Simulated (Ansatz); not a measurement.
# GaSb: the cost of one run

Program: Ansatz 0.2.0. Level of theory: DFT PBEsol, frozen-core PAW, scalar-relativistic unless said. These are calculated values, not measurements.

The COD entry's cell or inner coordinates are ideal or old and differ from later refinements, so a difference from it is no clean test against experiment.

## (1) The system as given

The structure is cubic, space group F-43m (No. 216). Conventional cell: a = 6.118 Å, b = 6.118 Å, c = 6.118 Å, α = 90.00°, β = 90.00°, γ = 90.00°. Around Ga (site symmetry -43m) lie 4 Sb at 2.65 Å. Sb (site symmetry -43m) has 4 Ga at 2.65 Å as nearest neighbours.

Coordinates:

```xyz
2
Lattice="0.0000 3.0590 3.0590 3.0590 0.0000 3.0590 3.0590 3.0590 0.0000" Properties=species:S:1:pos:R:3 pbc="T T T"
Ga    0.0000    0.0000    0.0000
Sb    4.5885    4.5885    4.5885
```

Cartesian axes are those of the input's lattice vectors. The structure goes back to a database entry.

## (2) Cell and atoms relaxed, PAW

input.yaml

```yaml
crystal:
  lattice:
    - [0.0, 3.059, 3.059]
    - [3.059, 0.0, 3.059]
    - [3.059, 3.059, 0.0]
  atoms:
    - { symbol: Ga, position: [0.0, 0.0, 0.0] }
    - { symbol: Sb, position: [0.75, 0.75, 0.75] }
kpoints:
  mp_grid: { grid: [10, 10, 10] }
scf:
  occupations: { method: fermi_dirac, width: 0.1 }
hamiltonian:
  xc: pbesol
  pseudopotentials: { kind: paw }
relax:
  f_tol: 0.002
  max_steps: 80
  cell: {}
output:
  forces: true
  stress: true
  write_density: true
  write_potential: true
  elf: true
  volumetric_format: npy
```

Started as:

```
> ansatz run input.yaml --threads 1 --pin off --max-ram 3072MiB --backend cpu --events-out ev --progress --plain --runs-dir out
```

**Question.** How long does this run take on 1 thread of Intel Xeon 6975P-C (Granite Rapids), shared host, and how much memory does it need?

About 10 s, with a peak of 0.44 GiB.
